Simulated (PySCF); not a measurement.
# RuH₃⁺: structure of the triplet

The task is one start of a wider search on RuH₃⁺: the triplet, from a trigonal pyramidal start. It is relaxed, tested by its Hessian and followed downhill if it is a saddle.

Method: PBE0, basis Ru def2-TZVP with ECP28, H def2-TZVP, scalar-relativistic core potentials, no spin–orbit coupling, density fitting; program: PySCF 2.14.0.

**1. Where the work starts**

4 atoms, charge 1, spin multiplicity 3.

Bond lengths: Ru1–H2 1.539 Å, Ru1–H3 1.539 Å, Ru1–H4 1.539 Å. Angles: H2–Ru1–H3 99.8°, H2–Ru1–H4 99.8°, H3–Ru1–H4 99.8°.

```xyz
4
charge 1 multiplicity 3
Ru    0.0000    0.0000    0.0000
H     1.3585    0.0000    0.7223
H    -0.6793    1.1765    0.7223
H    -0.6793   -1.1765    0.7223
```

**2. First SCF at the start**

One driver script runs all steps and calls PySCF; scf.py shows how it sets up the SCF of each step. The optimiser is the driver's own. After this first run the driver tries any further starts and a stability analysis.

Contents of scf.py:

```python
from pyscf import gto, scf, dft
mol = gto.M(atom='''
Ru     0.000000     0.000000     0.000000
H      1.358500     0.000000     0.722300
H     -0.679300     1.176500     0.722300
H     -0.679300    -1.176500     0.722300''',
    basis={'Ru': 'def2-TZVP', 'H': 'def2-TZVP'},
    ecp={'Ru': 'def2-TZVP'},
    charge=1, spin=2)
mf = dft.UKS(mol, xc='PBE0')
mf.grids.atom_grid = (50, 194)
aux = {'Ru': 'def2-universal-JKFIT', 'H': 'def2-universal-JKFIT'}
mf = mf.density_fit(auxbasis=aux)
mf.conv_tol = 1e-08
mf.diis_space = 10
mf.max_cycle = 60
mf.init_guess = 'minao'
mf.verbose = 4
mf.kernel()
```

On the command line:

```
$ OMP_NUM_THREADS=2 python axn.py task.json out
```

After this run come: Relaxation: trigonal pyramidal start, triplet; Releasing the symmetry; Vibrations and properties at this point; Following the imaginary mode; Frequencies.

Before running it: what results should come out? Wanted: minimum; geometry; wavenumbers; dipole moment; highest occupied, lowest empty level; polar-tensor charge of Ru1; zero-point energy; ⟨S²⟩.

**Answer**, as computed:

| quantity | value |
| --- | --- |
| minimum | triplet, Cs |
| geometry | H–H 0.929 Å, Ru–H 1.553 Å, Ru–H 1.636 Å, Ru–H 1.651 Å; H–H–Ru 72.7°, H–H–Ru 74.5°, H–Ru–H 32.8°, H–Ru–H 58.3°, H–Ru–H 91.1° |
| wavenumbers (cm⁻¹) | 353 (a''), 707 (a'), 1109 (a'), 1973 (a'), 2178 (a'), 2470 (a') |
| dipole moment (centre of mass) | 0.51 D |
| highest occupied, lowest empty level (either spin) | -14.01, -9.78 eV |
| polar-tensor charge of Ru1 | +0.79 e |
| zero-point energy | 52.6 kJ/mol |
| entropy at 298.15 K | 250.1 J/(mol K) |
| ⟨S²⟩ | 2.011 |

What this shows: From C3v at the start the molecule goes to a Cs minimum, after a stop at a saddle point 4.1 kJ/mol higher, from which it was pushed off along an imaginary mode. The strongest infrared band lies at 1109 cm⁻¹ (a'). Most of the spin sits on Ru1 (Mulliken spin 2.10, against 2 for the whole molecule). Only this shape and spin were tried, so other structures or states may lie lower. One determinant may miss the lowest occupation of an open d or f shell.
